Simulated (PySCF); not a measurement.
# C3H8BNSi: the cost of one run

Computed with PySCF 2.14.0, with density-fitted response routines of our own, on a single molecule in the gas phase. Atoms count from 0, in the outputs and in this text.

### Step 1. Starting geometry

14 atoms, charge 0, multiplicity 1; geometry from: PBE0-D3(BJ)/def2-SVP.

Bonds of the start (Å): C0–C1 1.45, C1–C2 1.23, C2–B3 1.50, B3–Si4 2.02, Si4–N5 1.74, C0–H6 1.10, C0–H7 1.10, C0–H8 1.10, B3–H9 1.21, Si4–H10 1.51, Si4–H11 1.50, N5–H12 1.01, N5–H13 1.01.

### Step 2. Core holes by ΔSCF: SCAN, X2C

Job settings and geometry (Å):

```
{"job": {"kind": "xps"}, "charge": 0, "multiplicity": 1}
C     -3.556801     0.373356    -0.165194
C     -2.131768     0.621608    -0.215000
C     -0.927824     0.847244    -0.263416
B      0.551210     1.073737    -0.309504
Si     1.841190    -0.362445     0.270801
N      3.403436    -0.064510    -0.435406
H     -4.046247     1.084754     0.519362
H     -4.004932     0.523564    -1.160702
H     -3.791892    -0.648867     0.169696
H      0.969158     2.160567    -0.648679
H      1.800726    -0.368937     1.783868
H      1.411038    -1.738371    -0.136802
H      3.750168     0.888457    -0.441371
H      4.163477    -0.714781    -0.268399
```

Method: delta-SCF UKS SCAN, pcX-2 on the ionised atom, pcseg-1 elsewhere, spin-free X2C.

On the command line:

```sh
OMP_NUM_THREADS=1 python probes_run.py task.json out
```

One launch serves the whole session: the jobs run in the order shown.

Q: Estimate the wall time and peak memory of this first job on 1 thread of Arm Neoverse V1, shared host.

About 57 s, with a peak of 0.66 GiB.
